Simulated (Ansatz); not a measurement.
Task: a test of the smearing width of Mo, space group P6/mmm, with the Ansatz DFT code, driven from Python. Give the script and its output. Settings (first run): PBEsol, PAW, the default cutoff (420 eV here), 11×11×10 k-points, Methfessel-Paxton smearing of 0.3 eV. The script varies width (eV): 0.3, 0.2, 0.1, 0.05.

```yaml
crystal:
  lattice:
    - [2.73551, 0.00000, 0.00000]
    - [-1.36776, 2.36902, 0.00000]
    - [0.00000, 0.00000, 2.55518]
  atoms:
    - { symbol: Mo, position: [0.00000, 0.00000, 0.50000] }
```

`smear_mo.py`
```python
'''How the energy of Mo depends on the smearing.'''

from dataclasses import dataclass

import ansatz as az


@dataclass(frozen=True)
class Options:
    k_length: int = 26
    functional: str = 'PBEsol'


cfg = Options()

mo = (
    az.Lattice.of((2.73551, 0.0, 0.0), (-1.367755, 2.369021, 0.0), (0.0, 0.0, 2.555181))
    .atom('Mo', (0.0, 0.0, 0.5))
)

calculation = mo.calculation().kpoints(length=cfg.k_length).functional(cfg.functional).stress()

rows = []
for value in [0.3, 0.2, 0.1, 0.05]:
    summary = calculation.occupations('methfessel_paxton', width=value).run(threads=1).report
    rows.append((value, summary['free_energy_ev'] / len(summary['lattice']['sites']), summary['n_iterations'], sum(summary['stress_gpa'][i][i] for i in range(3)) / 3, summary['n_kpoints']))

print('  width (eV)   F/atom (eV)    iterations       P (GPa)      k-points')
for row in rows:
    print(f'{str(row[0]):>12s}  {row[1]:12.5f}  {row[2]:12d}  {row[3]:12.3f}  {row[4]:12d}')

# differences from the last row
for row in rows[:-1]:
    shift = 1000 * (row[1] - rows[-1][1])
    print(f'{row[0]}: {shift:+.2f} meV/atom' + ('  (within 5 meV)' if abs(shift) < 5 else ''))
```

Running `python smear_mo.py` prints:
```text
DeckWarning: basis.ecutwfc = 420 eV, auto-derived from the records' recommended cutoffs: set by Mo (normal level)
  width (eV)   F/atom (eV)    iterations       P (GPa)      k-points
         0.3   -4896.56890             6        -4.394            96
         0.2   -4896.56927             6        -4.302            96
         0.1   -4896.56941             6        -4.278            96
        0.05   -4896.56922             5        -4.292            96
0.3: +0.32 meV/atom  (within 5 meV)
0.2: -0.06 meV/atom  (within 5 meV)
0.1: -0.19 meV/atom  (within 5 meV)
```
(Warnings from the package without file and line.)

Going from 0.05 to 0.3 eV changes F by +0.3 meV an atom. This scheme is built to cancel the term in the square of the width, so the shifts stay small and are partly the mesh's error. The pressure moves from -4.29 to -4.39 GPa.

What to keep in mind:
- For a metal this k-point mesh is coarse: on a finer one energies can move by several to tens of meV an atom and pressures by half a GPa or more, differences at one mesh by less.
- The narrowest width needs the finest mesh, so the last row is no converged reference.
- Pressure is positive in compression.
- This isn't the structure that Mo takes at ambient conditions.
- Wall time of the script: 4 s on 1 thread of Arm Neoverse V2, with other jobs on the host, peak memory 0.33 GiB.
